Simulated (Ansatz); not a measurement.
# GaH4+ (singlet): wave-function methods side by side at distance H3–H5 = 0.687 Å, cc-pVDZ

How much of the correlation energy of GaH4+ (singlet) does each wave-function method recover here?

The runs use Ansatz 0.2.0, Gaussian basis; cc-pVDZ, core rule «outside noble gas», up to 14 orbitals frozen.

To be run: UHF; CCSD(T) on RHF; BCCD(T) on RHF; CISD; CCSDT(Q) on RHF; CASSCF and MRCISD+Q, 2 electrons in 2 orbitals; CASSCF and NEVPT2, 2 electrons in 2 orbitals; Full CI.

45 further runs of the same task are left out: 24 for a known fault of the program, 16 that didn't finish, 5 set aside as unsound or not needed.

## Step 1: What is computed

The geometry derives from a PBE0/def2-TZVP stationary point (not a proven minimum). One bond is set to the value named and the two fragments are kept rigid. No spin-orbit coupling is included. The filled d shell of Ga may be among the frozen orbitals whatever the setting's name suggests; the logs give the count.

5 atoms, charge 1, spin multiplicity 1.

Atoms are counted from 1 here; the program's logs count them from 0.

Bond lengths: Ga1–H2 1.527 Å, Ga1–H4 1.527 Å, H3–H5 0.687 Å. Angles: H2–Ga1–H4 169.3°.

## Step 2: UHF

The input, in.yaml:

```yaml
crystal:
  periodic: [false, false, false]
  atoms:
    - {symbol: Ga, position_ang: [0.000000, -0.001067, -0.055194]}
    - {symbol: H, position_ang: [0.000000, 1.519606, -0.197915]}
    - {symbol: H, position_ang: [0.000000, 0.381455, 2.106890]}
    - {symbol: H, position_ang: [0.000000, -1.521740, -0.197915]}
    - {symbol: H, position_ang: [0.000000, -0.305545, 2.106890]}
basis:
  gaussian: {orbitals: cc-pVDZ}
total_charge: 1
magnetization: {spin_polarized: true, initial_magnetization: 0}
hamiltonian: {xc: hf}
output: {orbitals: {seedname: orbitals}}
```

On the command line:

```bash
ansatz run in.yaml --threads 1 --pin off --events-out ev --progress --plain --max-ram 2393MiB
```

After this run come: CCSD(T) on RHF; BCCD(T) on RHF; CISD; CCSDT(Q) on RHF; CASSCF and MRCISD+Q, 2 electrons in 2 orbitals; CASSCF and NEVPT2, 2 electrons in 2 orbitals; Full CI.

Before running them: what should the planned runs give, taken together? Wanted: FCI below the RHF energy; RMP2 from FCI; RCCSD from FCI; RCCSD(T) from FCI; RCCSDT(Q) from FCI; T1 diagnostic; effectively unpaired electrons.

As calculated:

```
                         quantity                                        value
         FCI below the RHF energy                                   -2.7878 eV
                    RMP2 from FCI                              +15.87 kcal/mol
                   RCCSD from FCI                               +0.74 kcal/mol
                RCCSD(T) from FCI                               +0.20 kcal/mol
               RCCSDT(Q) from FCI                               +0.01 kcal/mol
levels within 1 kcal/mol (43 meV)  RCCSD, RCCSD(T), BCCD(T), RCCSDT, RCCSDT(Q)
                    T1 diagnostic                                        0.008
   effectively unpaired electrons                                         0.03
```

In words: RCCSD(T) misses by +0.20 kcal/mol, 0.3 % of the correlation energy. One determinant dominates. These misses are within one basis, not against nature.
